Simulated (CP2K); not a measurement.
# r2SCAN/cc-pVDZ run of BBrCl2 (bromodichloroborane)

What is the vertical ionisation energy of BBrCl2 (bromodichloroborane) at r2SCAN/cc-pVDZ? 

The calculation is run with CP2K 2026.2.

2 further runs of the same task are left out: 2 that didn't finish.

## Step 1: The molecule

The species is BBrCl2 (4 atoms), meant as a singlet with charge 0. As SMILES, `ClB(Cl)Br`. The shape is that of a PBE0-D4/def2-TZVP optimisation.

Bond lengths: Cl1–B2 1.735 Å, B2–Cl3 1.735 Å, B2–Br4 1.901 Å. Angles: Cl1–B2–Cl3 120.1°, Cl1–B2–Br4 119.9°, Cl3–B2–Br4 119.9°.

## Step 2: A single-point energy at r2SCAN/cc-pVDZ

mol.inp

```
&GLOBAL
 PROJECT mol
 RUN_TYPE ENERGY
 PRINT_LEVEL MEDIUM
&END GLOBAL

&FORCE_EVAL
 METHOD QS
 &DFT
  BASIS_SET_FILE_NAME ./cc_pvdz.basis
  POTENTIAL_FILE_NAME POTENTIAL
  &QS
   METHOD GAPW
   EPS_DEFAULT 1.0E-10
  &END QS
  # real-space grids
  &MGRID
   CUTOFF 280
   REL_CUTOFF 50
   NGRIDS 4
  &END MGRID
  # cluster boundary conditions
  &POISSON
   PERIODIC NONE
   POISSON_SOLVER MULTIPOLE
  &END POISSON
  # self-consistent field
  &SCF
   SCF_GUESS ATOMIC
   EPS_SCF 1.0E-06
   MAX_SCF 50
   &OT
    MINIMIZER DIIS
    PRECONDITIONER FULL_ALL
   &END OT
   &OUTER_SCF
    EPS_SCF 1.0E-06
    MAX_SCF 8
   &END OUTER_SCF
  &END SCF
  # functional
  &XC
   &XC_FUNCTIONAL
    &MGGA_X_R2SCAN
    &END MGGA_X_R2SCAN
    &MGGA_C_R2SCAN
    &END MGGA_C_R2SCAN
   &END XC_FUNCTIONAL
  &END XC
  &PRINT
   &MOMENTS
    PERIODIC F
    REFERENCE COM
    MAX_MOMENT 1
   &END MOMENTS
   &MO_CUBES
    NLUMO 1
    NHOMO -1
    WRITE_CUBE F
   &END MO_CUBES
   &LOWDIN ON
   &END LOWDIN
   &HIRSHFELD OFF
   &END HIRSHFELD
  &END PRINT
 &END DFT
 &SUBSYS
  # vacuum box
  &CELL
   ABC 8.6 9.7 9.7
   PERIODIC NONE
  &END CELL
  &COORD
   Cl     0.582100     0.666000     1.510800
   B      0.037200    -0.038100     0.022100
   Cl     0.444300    -1.679200    -0.365600
   Br    -1.008100     0.991100    -1.187600
  &END COORD
  &TOPOLOGY
   &CENTER_COORDINATES
   &END CENTER_COORDINATES
  &END TOPOLOGY
  &KIND Cl
   BASIS_SET cc-pVDZ
   POTENTIAL ALL
   LEBEDEV_GRID 194
   RADIAL_GRID 100
  &END KIND
  &KIND B
   BASIS_SET cc-pVDZ
   POTENTIAL ALL
   LEBEDEV_GRID 194
   RADIAL_GRID 100
  &END KIND
  &KIND Br
   BASIS_SET cc-pVDZ
   POTENTIAL ALL
   LEBEDEV_GRID 194
   RADIAL_GRID 100
  &END KIND
 &END SUBSYS
&END FORCE_EVAL
```

Run with:

```
$ OMP_NUM_THREADS=1 cp2k.psmp -i mol.inp -o mol.out
```

Log:

```text
CP2K| version string:                                       CP2K version 2026.2
[...]
 GLOBAL| Method name                                                        CP2K
[...]
 GLOBAL| Run type                                                         ENERGY
[...]
 DFT| Spin restricted Kohn-Sham (RKS) calculation                            RKS
 DFT| Multiplicity                                                             1
[...]
 DFT| Charge                                                                   0
[...]
 FUNCTIONAL| MGGA_X_R2SCAN:
[...]
 FUNCTIONAL| MGGA_C_R2SCAN:
[...]
 QS| Method:                                                                GAPW
[...]
 QS| Density cutoff [a.u.]:                                                140.0
[...]
 QS| Relative density cutoff [a.u.]:                                        25.0
[...]
                             - Atoms:                                          4
[...]
                             - Spherical basis functions:                     77
[...]
 Number of electrons:                                                         74
[...]
     1 OT DIIS     0.15E+00    1.2     0.65906251     -3391.8955928432 -3.39E+03
[...]
     9 OT DIIS     0.15E+00    1.3     0.00000039     -3519.4180507142 -3.29E-10
  *** SCF run converged in     9 steps ***
[...]
  Overlap energy of the core charge distribution:               0.00000485890783
  Self energy of the core charge distribution:              -1105.06943044822697
  Core Hamiltonian energy:                                  -2612.59096254939641
  Hartree energy:                                             150.01344951290625
  Exchange-correlation energy:                                -22.97408341464043
[...]
                     Mulliken Population Analysis
 #  Atom  Element  Kind  Atomic population                           Net charge
       1     Cl       1         17.037550                             -0.037550
       2     B        2          4.880659                              0.119341
       3     Cl       1         17.037010                             -0.037010
       4     Br       3         35.044781                             -0.044781
 # Total charge                             74.000000                 -0.000000
[...]
  Dipole moment [Debye]
    X=  0.2300656E-01 Y= -0.2325433E-01 Z=  0.2104808E-01  Total=      0.0388984
[...]
 HOMO - LUMO gap [eV] :    5.313223
 ENERGY| Total FORCE_EVAL ( QS ) energy [hartree]          -3519.418050714201854
[...]
```

Wall time 77 s (1 thread of Arm Neoverse V2, shared host); peak memory 0.55 GiB.

## Step 3: The doublet cation at the same level

qs.inp

```
&GLOBAL
 PROJECT qs
 RUN_TYPE ENERGY
 PRINT_LEVEL MEDIUM
&END GLOBAL

&FORCE_EVAL
 METHOD QUICKSTEP
 &DFT
  BASIS_SET_FILE_NAME ./cc_pvdz.basis
  POTENTIAL_FILE_NAME POTENTIAL
  CHARGE 1
  MULTIPLICITY 2
  UNRESTRICTED_KOHN_SHAM T
  &QS
   METHOD GAPW
   EPS_DEFAULT 1.0E-10
  &END QS
  &MGRID
   CUTOFF 280
   REL_CUTOFF 50
   NGRIDS 4
  &END MGRID
  &POISSON
   PERIODIC NONE
   POISSON_SOLVER MULTIPOLE
  &END POISSON
  &SCF
   SCF_GUESS ATOMIC
   EPS_SCF 1.0E-06
   MAX_SCF 40
   &OT
    MINIMIZER DIIS
    PRECONDITIONER FULL_ALL
   &END OT
   &OUTER_SCF
    EPS_SCF 1.0E-06
    MAX_SCF 8
   &END OUTER_SCF
  &END SCF
  # exchange and correlation
  &XC
   &XC_FUNCTIONAL
    &MGGA_X_R2SCAN
    &END MGGA_X_R2SCAN
    &MGGA_C_R2SCAN
    &END MGGA_C_R2SCAN
   &END XC_FUNCTIONAL
  &END XC
  &PRINT
   &MOMENTS
    PERIODIC F
    REFERENCE COM
    MAX_MOMENT 1
   &END MOMENTS
   &MO_CUBES
    NLUMO 5
    NHOMO -1
    WRITE_CUBE F
   &END MO_CUBES
   &LOWDIN ON
   &END LOWDIN
   &HIRSHFELD OFF
   &END HIRSHFELD
  &END PRINT
 &END DFT
 # atoms, cell and kinds
 &SUBSYS
  # box in angstrom
  &CELL
   ABC 8.6 9.7 9.7
   PERIODIC NONE
  &END CELL
  &COORD
   Cl     0.582100     0.666000     1.510800
   B      0.037200    -0.038100     0.022100
   Cl     0.444300    -1.679200    -0.365600
   Br    -1.008100     0.991100    -1.187600
  &END COORD
  &TOPOLOGY
   &CENTER_COORDINATES
   &END CENTER_COORDINATES
  &END TOPOLOGY
  &KIND Cl
   BASIS_SET cc-pVDZ
   POTENTIAL ALL
   LEBEDEV_GRID 194
   RADIAL_GRID 100
  &END KIND
  &KIND B
   BASIS_SET cc-pVDZ
   POTENTIAL ALL
   LEBEDEV_GRID 194
   RADIAL_GRID 100
  &END KIND
  &KIND Br
   BASIS_SET cc-pVDZ
   POTENTIAL ALL
   LEBEDEV_GRID 194
   RADIAL_GRID 100
  &END KIND
 &END SUBSYS
&END FORCE_EVAL
```

Run with:

```
$ OMP_NUM_THREADS=1 cp2k.psmp qs.inp > qs.out
```

Log:

```text
CP2K| version string:                                       CP2K version 2026.2
[...]
 GLOBAL| Method name                                                        CP2K
[...]
 GLOBAL| Run type                                                         ENERGY
[...]
 DFT| Spin unrestricted (spin-polarized) Kohn-Sham calculation               UKS
 DFT| Multiplicity                                                             2
[...]
 DFT| Charge                                                                   1
[...]
 FUNCTIONAL| MGGA_X_R2SCAN:
[...]
 FUNCTIONAL| MGGA_C_R2SCAN:
[...]
 QS| Method:                                                                GAPW
[...]
 QS| Density cutoff [a.u.]:                                                140.0
[...]
 QS| Relative density cutoff [a.u.]:                                        25.0
[...]
                             - Atoms:                                          4
[...]
                             - Spherical basis functions:                     77
[...]
 Number of electrons:                                                         37
[...]
     1 OT DIIS     0.15E+00    2.3     0.34907026     -3379.8716775493 -3.38E+03
[...]
    24 OT DIIS     0.15E+00    2.5     0.00000079     -3519.0273824593 -2.01E-08
  *** SCF run converged in    24 steps ***
[...]
  Overlap energy of the core charge distribution:               0.00000485890783
  Self energy of the core charge distribution:              -1105.06943044822697
  Core Hamiltonian energy:                                  -2612.90655310490547
  Hartree energy:                                             150.36943989550394
  Exchange-correlation energy:                                -22.60328915705002
[...]
                     Mulliken Population Analysis
 #  Atom  Element  Kind  Atomic population (alpha,beta) Net charge  Spin moment
       1     Cl       1         8.522012     8.249385     0.228603     0.272627
       2     B        2         2.383450     2.466313     0.150237    -0.082862
       3     Cl       1         8.522180     8.248815     0.229005     0.273364
       4     Br       3        17.572358    17.035487     0.392155     0.536871
 # Total charge and spin       37.000000    36.000000     1.000000     1.000000
[...]
  Dipole moment [Debye]
    X=  0.4863684E+00 Y= -0.4800322E+00 Z=  0.5610901E+00  Total=      0.8841987
[...]
 WARNING : did not converge in ot_eigensolver
 number of iterations          299  exceeded maximum
 current gradient / target gradient   1.4290030974414074E-005  /    1.0000000000000001E-005
[...]
 HOMO - LUMO gap [eV] :    0.821552
 ENERGY| Total FORCE_EVAL ( QS ) energy [hartree]          -3519.027382459298224
[...]
```

Run time: 2.7 min. Hardware: 1 thread of Arm Neoverse V2, shared host; peak memory 0.68 GiB.

## Step 4: What came out

Level: r2SCAN/cc-pVDZ.

```
                                          quantity           value
                      singlet BBrCl2: total energy  -3519.41805 Eh
                     singlet BBrCl2: dipole moment          0.04 D
                       singlet BBrCl2: HOMO energy        -7.52 eV
                       singlet BBrCl2: LUMO energy        -2.21 eV
                     singlet BBrCl2: HOMO–LUMO gap         5.31 eV
                      doublet cation: total energy  -3519.02738 Eh
doublet cation: HOMO energy (highest over α and β)       -14.47 eV
 doublet cation: LUMO energy (lowest over α and β)       -13.65 eV
                              doublet cation: ⟨S²⟩           0.752
vertical ionisation energy (to the doublet cation)       10.631 eV
```

The vertical ionisation energy comes to 10.63 eV (1026 kJ/mol). The negative HOMO energy of the first species, 7.52 eV, lies 3.11 eV below that difference.
